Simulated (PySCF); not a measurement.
# H2S: the cost of one run

Programs: PySCF 2.14.0. All values are calculated, for the isolated system unless a continuum is named. Atoms count from 0, parts from 1.

### 1 Starting point

Each species was relaxed by itself at PBE0-D3(BJ)/def2-SVPD.

### 2 Energies of the species: wB97M-D3(BJ)/def2-TZVPD

What the job is given:

```
{"job": {"kind": "react", "xc": "wB97M-D3(BJ)", "basis": "def2-TZVPD"}, "charge": 0, "multiplicity": 1}
-1 CuHS charge 0 multiplicity 1
S      0.386940    -0.343990    -0.627630
Cu    -0.906850     1.212240     0.013170
H      0.519930    -0.868340     0.614390

-1 FH charge 0 multiplicity 1
F      0.459670    -0.013100     0.014770
H     -0.459670     0.013100    -0.014770

+1 CuF charge 0 multiplicity 1
F     -0.006840     0.881200    -0.093110
Cu     0.017750    -0.881640     0.093360

+1 H2S charge 0 multiplicity 1
S     -0.002800     0.615420    -0.005380
H     -0.983050    -0.312730     0.003100
H      0.966700    -0.323950     0.004270
```

Level: wB97M-D3(BJ)/def2-TZVPD reaction energy of separated species, gas phase.

Command:

```sh
$ OMP_NUM_THREADS=1 python cluster_run.py task.json out
```

One launch serves the whole session: the jobs run in the order shown.

Q: Estimate the wall time and peak memory of this first job on 1 thread of Arm Neoverse N1, shared host.

About 8.5 s, with a peak of 0.38 GiB.
